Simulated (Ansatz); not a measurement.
# WCCl2: the cost of one run

Method: DFT PBE, scalar-relativistic, plane waves, PAW, in Ansatz 0.2.0.

1 further run of the same task is left out (set aside as unsound or not needed).

### 1 Starting point

It takes space group P4/mmm (No. 123, tetragonal). The conventional cell has a = 4.692 Å, b = 4.692 Å, c = 4.692 Å, α = 90.00°, β = 90.00°, γ = 90.00°. W (site symmetry 4/mmm) has 2 C at 2.35 Å and 4 Cl at 2.35 Å as nearest neighbours. C (site symmetry 4/mmm) is surrounded by 2 W at 2.35 Å. Cl (site symmetry mmm) has 2 W at 2.35 Å as nearest neighbours.

Coordinates:

```cif
data_structure
_symmetry_space_group_name_H-M 'P 1'
_symmetry_Int_Tables_number 1
_cell_length_a 4.6920
_cell_length_b 4.6920
_cell_length_c 4.6920
_cell_angle_alpha 90.000
_cell_angle_beta 90.000
_cell_angle_gamma 90.000
_cell_volume 103.29
loop_
_atom_site_label
_atom_site_type_symbol
_atom_site_fract_x
_atom_site_fract_y
_atom_site_fract_z
_atom_site_occupancy
W1 W 0.00000 0.00000 0.00000 1
C1 C 0.00000 0.00000 0.50000 1
Cl1 Cl 0.50000 0.00000 0.00000 1
Cl2 Cl 0.00000 0.50000 0.00000 1
```

A structure generator made this guess: ordered mixture on the anion sites of rhenium trioxide (P4/mmm, No. 123). Its size is a rough estimate.

### 2 The guess as it stands, on a coarse mesh

The input, input.yaml:

```yaml
crystal:
  lattice:
    - [4.692, 0.0, 0.0]
    - [0.0, 4.692, 0.0]
    - [0.0, 0.0, 4.692]
  atoms:
    - { symbol: W, position: [0.0, 0.0, 0.0] }
    - { symbol: C, position: [0.0, 0.0, 0.5] }
    - { symbol: Cl, position: [0.5, 0.0, 0.0] }
    - { symbol: Cl, position: [0.0, 0.5, 0.0] }
basis:
  ecutwfc: 420
kpoints:
  mp_grid: { grid: [4, 4, 4] }
hamiltonian:
  xc: pbe
scf:
  occupations: { method: gaussian, width: 0.1 }
  lower_state_search: "off"
output:
  forces: true
  stress: true
  eigenvalues: true
```

The run is started by

```
$ ansatz run input.yaml --threads 1 --pin off --max-ram 2048MiB --backend cpu --events-out ev --progress --plain --runs-dir out
```

Q: Estimate wall time and peak memory on 1 thread of AMD EPYC 7R43 (Zen 3), shared host.

About 2.7 s, with a peak of 0.4 GiB.
